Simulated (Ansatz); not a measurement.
Zr3S2, 5 atoms in the cell. Symmetry: R32, No. 155, trigonal system. Conventional cell: a = 5.805 Å, b = 5.805 Å, c = 10.463 Å, α = 90.00°, β = 90.00°, γ = 120.00°. Zr (site symmetry 2) has 4 S at 2.61 to 2.62 Å as nearest neighbours. S (site symmetry 3) is surrounded by 6 Zr at 2.61 to 2.62 Å. The cell comes from a database or a generator and needn't be the stable form of this composition.

* Program: Ansatz 0.2.0
* Task: relaxation of cell and atoms
* Functional: PBEsol
* Potentials or basis: Ansatz PAW
* Cutoff: 420 eV (not typed: the program's choice for these potentials)
* k mesh: 6 × 6 × 6
* Occupations: fermi-dirac, width 0.05 eV
* Spin: no spin polarisation
* Hubbard terms: Zr d U = 5 eV
* Hubbard projectors: ortho-atomic (the default)
* Double counting: fll (the default)

Potentials or basis: Ansatz PAW.

Run with:

```sh
$ ansatz run input.yaml --threads 2 --pin off --max-ram 5632MiB --backend cpu --events-out ev --progress --plain --runs-dir out
```

Hardware: 2 threads of Intel(R) Xeon(R) Platinum 8488C (Sapphire Rapids), on a shared host.

**Question.** Estimate the wall time of this run.

**Answer.** Run time: 30 s on 2 threads of Intel(R) Xeon(R) Platinum 8488C (Sapphire Rapids), with other jobs on the host, peak memory 0.52 GiB. Counts: scf iterations 50, plane waves 1979, k points 32, bands 29, ion steps 6.
